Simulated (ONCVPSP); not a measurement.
# Pseudopotential generation for copper: ONCV, LDA (Perdew-Wang 92)

Task: generate the file, and judge it by its errors in other configurations, its logarithmic derivatives, its ghosts and its cutoff.

Program: ONCVPSP 4.0.1.1 (patched build). Reference atom: LDA (Perdew-Wang 92), scalar-relativistic, spherical and spin-unpolarised. All values are calculated.

## Step 1: The atom and the settings

Typed settings, in words:

```
element                 : copper (Cu, Z = 29)
type                    : optimised norm-conserving Vanderbilt (ONCV)
frozen core             : [Ne]
valence charge          : 19
reference configuration : 3s2 3p6 3d10 4s0.5 (charge +0.5)
partial waves           : 3s+4s: rc 0.95 bohr, ncon 4, nbas 9, qcut 16.5 1/bohr, 2 projectors; 3p: rc 0.75 bohr, ncon 4, nbas 7, qcut 10.2 1/bohr, 2 projectors, debl 1.5 Ha; 3d: rc 1.40 bohr, ncon 3, nbas 7, qcut 12.7 1/bohr, 2 projectors, debl 1.6 Ha
local potential         : polynomial inside 0.50 bohr (lpopt 5, dvloc0 0 Ha)
core correction         : Teter function, fcfact 5.75, rcfact 1.7
```

## Step 2: Generating the potential

Cu.dat reads:

```
# ATOM AND REFERENCE CONFIGURATION
# atsym  z   nc   nv     iexc    psfile
  Cu 29.00    3    4  -001012      upf
#
#   n    l    f
    1    0    2.00
    2    0    2.00
    2    1    6.00
    3    0    2.00
    3    1    6.00
    3    2   10.00
    4    0    0.50
#
# PSEUDOPOTENTIAL AND OPTIMIZATION
# lmax
    2
#
#   l,   rc,      ep,       ncon, nbas, qcut
    0    0.95    0.00    4    9   16.50
    1    0.75    0.00    4    7   10.20
    2    1.40    0.00    3    7   12.70
#
# LOCAL POTENTIAL
# lloc, lpopt,  rc(5),   dvloc0
    4    5    0.50    0.00
#
# VANDERBILT-KLEINMAN-BYLANDER PROJECTORs
# l, nproj, debl
    0    2    2.90
    1    2    1.50
    2    2    1.60
#
# MODEL CORE CHARGE
# icmod, fcfact, rcfact
    3    5.75    1.70
#
# LOG DERIVATIVE ANALYSIS
# epsh1, epsh2, depsh
   -6.00    5.00    0.04
#
# OUTPUT GRID
# rlmax, drl
    6.00    0.01
#
# TEST CONFIGURATIONS
# ncnf
    4
# nvcnf
#   n    l    f
    4
    3    0    2.00
    3    1    6.00
    3    2   10.00
    4    0    1.00
#
    4
    3    0    2.00
    3    1    6.00
    3    2   10.00
    4    0    0.00
#
    4
    3    0    2.00
    3    1    6.00
    3    2    9.00
    4    0    0.00
#
    4
    3    0    2.00
    3    1    6.00
    3    2    8.00
    4    0    0.00
#
```

Started as:

```sh
oncvpsp.x < Cu.dat > Cu.out
```

Q: Predict the outcome of this session. Wanted: cutoffs for 1 and 0.1 mHa per electron, occupied waves; bound ghosts; GHOST(+) flags; largest test error; largest phase difference near zero energy, channels read; rms error of d²Exc/dn², without and with the model core; projector energies reset by the program.

**Answer**, as computed:

| quantity | value |
| --- | --- |
| cutoffs for 1 and 0.1 mHa per electron, occupied waves | 108 Ha and 243 Ha |
| bound ghosts | none found |
| GHOST(+) flags | s at 510 eV |
| largest test error (AE − PS) | +75 meV, for 3s2 3p6 3d8 4s0 |
| largest phase difference near zero energy, channels read | 0.000 rad |
| rms error of d²Exc/dn², without and with the model core | 2.21 and 2.05 mHa |
| projector energies reset by the program | p: -2.800, 0.250 Ha |

By total energies transferability is fair: the largest error is 75 meV on 66.2 eV, for 3s2 3p6 3d8 4s0. That test lies far up in energy; among those under 40 eV, nearer to bonding, the largest error is 3.0 meV. It counts as very hard, with 108 Ha needed at the looser tolerance. At the looser tolerance the 3p wave is the slowest; 3s needs 79 Ha. It is free of bound ghosts as far as tested. Near zero energy the phases of the channels with partial waves agree within 0.001 rad. The program also flags highly localised states, GHOST(+) (s). These are tests on the free atom; a crystal test is still owed.
